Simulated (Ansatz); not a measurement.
# AlH3O: the cost of one run

Program: Ansatz 0.2.0, Gaussian basis. Level of theory: PBE0-D4/def2-TZVP structures, single points in def2-TZVPP, no counterpoise correction. These are calculated values, not measurements.

Levels: SPW92, PBE-D4, BLYP-D4, r2SCAN-D4, B97M-V, PBE0-D4, B3LYP-D4, r2SCAN0-D4, BHLYP-D4, CAM-B3LYP-D4, wB97X-V, wB97M-V, B2PLYP, PBE-QIDH, RPA on PBE, Hartree-Fock, MP2, CCSD, CCSD(T).

Cores are frozen in the correlated methods. B3LYP uses VWN-RPA correlation. B2PLYP carries no dispersion term here.

94 further runs of the same task are left out: 94 set aside as unsound or not needed. Runs told in other sessions of the task aren't counted.

### Step 1. The system as given

The complex: 11 atoms, charge 0, spin multiplicity 1.

Atoms are counted from 1 here; the program's logs count them from 0.

Bond lengths: Al1–O2 1.741 Å, Al1–H3 1.598 Å, Al1–H4 1.592 Å, Al1–O6 1.981 Å, O2–H8 0.954 Å, H5–O6 0.973 Å, O6–Si7 1.693 Å, Si7–H9 1.475 Å, Si7–H10 1.482 Å, Si7–H11 1.479 Å. Angles: O2–Al1–H3 117.6°, O2–Al1–H4 117.0°, O2–Al1–O6 86.5°, H3–Al1–H4 119.9°, H3–Al1–O6 98.1°, H4–Al1–O6 108.5°, Al1–O2–H8 122.8°, Al1–O6–H5 95.4°, Al1–O6–Si7 124.3°, H5–O6–Si7 118.6°, O6–Si7–H9 104.9°, O6–Si7–H10 106.8°, O6–Si7–H11 110.0°, H9–Si7–H10 111.8°, H9–Si7–H11 112.4°, H10–Si7–H11 110.5°.

Geometry (Å):

```mol
AlH7O2Si
  3D, bonds by distance, orders not assigned

 11 10  0  0  0  0  0  0  0  0999 V2000
   -1.2873   -0.3351    0.6426 Al  0  0
   -0.3908   -1.3292    1.7551 O   0  0
   -1.6007   -0.9408   -0.8028 H   0  0
   -2.2565    0.7600    1.2710 H   0  0
    0.9537    0.0553    0.8892 H   0  0
    0.4418    0.5304    0.2122 O   0  0
    1.0840    0.6576   -1.3495 Si  0  0
   -0.7000   -1.5276    2.6361 H   0  0
    0.0741    1.4122   -2.1146 H   0  0
    2.3567    1.4068   -1.2304 H   0  0
    1.3254   -0.6897   -1.9090 H   0  0
  1  2  8  0
  1  3  8  0
  1  4  8  0
  1  6  8  0
  2  8  8  0
  5  6  8  0
  6  7  8  0
  7  9  8  0
  7 10  8  0
  7 11  8  0
M  END
```

Its parts: AlH₃O holds atoms 1, 2, 3, 4, 8; SiH₄O holds atoms 5, 6, 7, 9, 10, 11. Each part counts its atoms afresh in its own runs.

### Step 2. Relaxing AlH₃O alone

Input file relax-a/in.yaml:

```yaml
crystal:
  periodic: [false, false, false]
  atoms:
    - {symbol: Al, position_ang: [-1.287339, -0.335068, 0.642636]}
    - {symbol: O, position_ang: [-0.390774, -1.329234, 1.755134]}
    - {symbol: H, position_ang: [-1.600733, -0.940797, -0.802770]}
    - {symbol: H, position_ang: [-2.256542, 0.760001, 1.270951]}
    - {symbol: H, position_ang: [-0.700042, -1.527585, 2.636062]}
basis:
  gaussian: {orbitals: def2-TZVP}
hamiltonian: {xc: pbe0, dispersion: d4}
relax: {f_tol: 0.005, max_steps: 200}
```

On the command line:

```console
> ansatz run in.yaml --threads 4 --pin off --events-out ev --progress --plain --max-ram 9574MiB
```

**Question.** How long does this run take on 4 threads of Arm Neoverse V1, shared host?

About 4.3 s.
